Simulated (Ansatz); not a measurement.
I need a geometry optimisation of GaH (charge +1). Use the Python package of Ansatz (0.2.0). Level of theory: B3LYP, def2-TZVP basis, multiplicity 2, D3BJ dispersion.

| atom | x (Å) | y (Å) | z (Å) |
| --- | --- | --- | --- |
| Ga | 0.0000 | 0.0000 | 0.0000 |
| H | 0.0000 | 0.0000 | 1.6250 |

`run_opt.py`
```python
'''Geometry optimisation of GaH(+).'''

import ansatz as az
from ase import Atoms
import numpy as np

BASIS = 'def2-TZVP'
XC = 'b3lyp'
VDW = 'd3bj'
NET_CHARGE = 1

atoms = Atoms(['Ga', 'H'], positions=[
    (0.0, 0.0, 0.0),
    (0.0, 0.0, 1.625),
])
gah = az.Crystal.molecule_from_ase(atoms)

setup = (
    gah.calculation()
    .basis(gaussian=BASIS)
    .functional(XC, dispersion=VDW)
    .charge(NET_CHARGE)
    .spin('collinear', total=1)
)
symbols = [site.symbol for site in gah.cartesian_sites]
start = np.array([site.position_ang for site in gah.cartesian_sites], dtype=float)
def progress(event):
    if event['event'] == 'relax_step':
        row = event['data']
        print(f'step {row["step"]:3d}  E = {row["lagrangian_ev"]:.6f} eV  largest force component {row["allowed_force_max_ev_ang"]:.4f} eV/A')


rep = setup.relax(force_tolerance=0.01, max_steps=100).session().plan().execute(on_event=progress).report
end = np.array(rep['positions_ang'])

for key in ('converged', 'free_energy_ev', 'reference_energy_ev', 'n_frozen', 'n_occupied', 'n_virtual'):
    print(f'{key:22s} {rep[key]}')

print('final positions (A) and the move of each atom')
for symbol, xyz, old in zip(symbols, end, start):
    print(f'{symbol:2s} {xyz[0]:10.5f} {xyz[1]:10.5f} {xyz[2]:10.5f}   {np.linalg.norm(xyz - old):7.4f}')
```

```console
$ python run_opt.py
step   1  E = -52386.303261 eV  largest force component 0.4520 eV/A
step   2  E = -52386.314097 eV  largest force component 0.1931 eV/A
step   3  E = -52386.316985 eV  largest force component 0.0211 eV/A
step   4  E = -52386.317024 eV  largest force component 0.0008 eV/A
converged              True
free_energy_ev         -52386.31719999223
reference_energy_ev    -52386.294039484164
n_frozen               0
n_occupied             [16, 15]
n_virtual              [38, 39]
final positions (A) and the move of each atom
Ga   -0.00000   -0.00000   -0.03268    0.0327
H     0.00000    0.00000    1.65768    0.0327
```

Total energies depend on the basis set; only differences at equal settings carry meaning. The end point is the stationary point reached from this start; no frequency run checks that it is a minimum, and the basis set is modest. The run takes the species as open-shell (spin multiplicity 2), which needn't be its ground state. Total less reference energy is the dispersion correction. b3lyp holds the VWN-RPA fit, as in Gaussian; the form of ORCA and Turbomole is b3lyp5. Timing: 5.9 s on 1 thread of Arm Neoverse V1, on a shared host, peak memory 0.18 GiB.
